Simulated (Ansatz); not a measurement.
This script drives Ansatz 0.2.0 through its Python package.

The script, `methods_bclfgeh4n.py`:
```python
# -*- coding: utf-8 -*-
from pathlib import Path
import warnings

import ansatz as az
import numpy as np

params = {
    "basis_set": "def2-SVP",
}

warnings.simplefilter("ignore", az.DeckWarning)

geometry_ang = [
    ("F", (-1.6665, 0.8698, 1.034)),
    ("B", (-0.4425, 0.3196, 1.356)),
    ("Cl", (-0.2276, -0.4415, 3.001)),
    ("N", (0.8092, 0.4385, 0.3905)),
    ("Ge", (0.2727, -0.4953, -1.1818)),
    ("H", (0.8381, 1.452, 0.1409)),
    ("H", (-0.9739, 0.1482, -1.7811)),
    ("H", (0.0385, -1.9607, -0.8376)),
    ("H", (1.4404, -0.3768, -2.139)),
]
bclfgeh4n = az.Crystal.molecule()
for symbol, xyz in geometry_ang:
    bclfgeh4n = bclfgeh4n.atom(symbol, xyz)

calculation = bclfgeh4n.calculation().basis(gaussian=params["basis_set"])

print("functional    E (Ha)        dipole (D)   HOMO (eV)  LUMO (eV)")
for name in ["lc_wpbe", "revpbe", "b3lyp", "lda"]:
    summary = calculation.functional(name).forces().orbitals().run(threads=1, pin="off", runs_dir="runs").report
    lines = Path(summary["orbitals_path"]).read_text().splitlines()
    field_of = lambda key: [line.split("=")[1].strip() for line in lines if line.startswith(key)]
    orbitals = [(27.211386 * float(e), s, float(n)) for e, s, n in zip(field_of("Ene="), field_of("Spin="), field_of("Occup="))]
    homo = max(e for e, _, n in orbitals if n > 0.5)
    lumo = min(e for e, _, n in orbitals if n < 0.5)
    dipole = 4.803205 * np.linalg.norm(summary["charge_distribution"]["dipole_moment_e_ang"])
    print(f"{name:10s} {summary['free_energy_ev'] / 27.211386246:14.6f} {dipole:9.3f} {homo:11.3f} {lumo:10.3f}")
```

It is started by `python methods_bclfgeh4n.py`. How long does it take on 1 thread of Arm Neoverse V1 (shared host), and how much memory does it need?

It took about 17 s, with a peak of 0.33 GiB, for 4 runs of the engine.

`python methods_bclfgeh4n.py` gives:
```text
functional    E (Ha)        dipole (D)   HOMO (eV)  LUMO (eV)
lc_wpbe      -2718.110895     1.895     -10.665      1.439
revpbe       -2718.312016     1.537      -6.315     -1.789
b3lyp        -2718.680040     1.587      -7.549     -1.105
lda          -2712.583486     1.539      -6.427     -2.150
```

Notes:
- Total energies depend on the basis set; only differences at equal settings carry meaning.
- The geometry is a force-field or estimated start, not a minimum of this method, and the basis set is short of its limit. A lower total doesn't mark the better method: functionals have no common bound, and MP2 and coupled cluster aren't variational.
- b3lyp holds the VWN-RPA fit, as in Gaussian; the form of ORCA and Turbomole is b3lyp5.
- Levels such as HOMO and LUMO are orbital energies: with these approximate functionals they aren't the ionisation energy and electron affinity, and their gap isn't the fundamental gap.
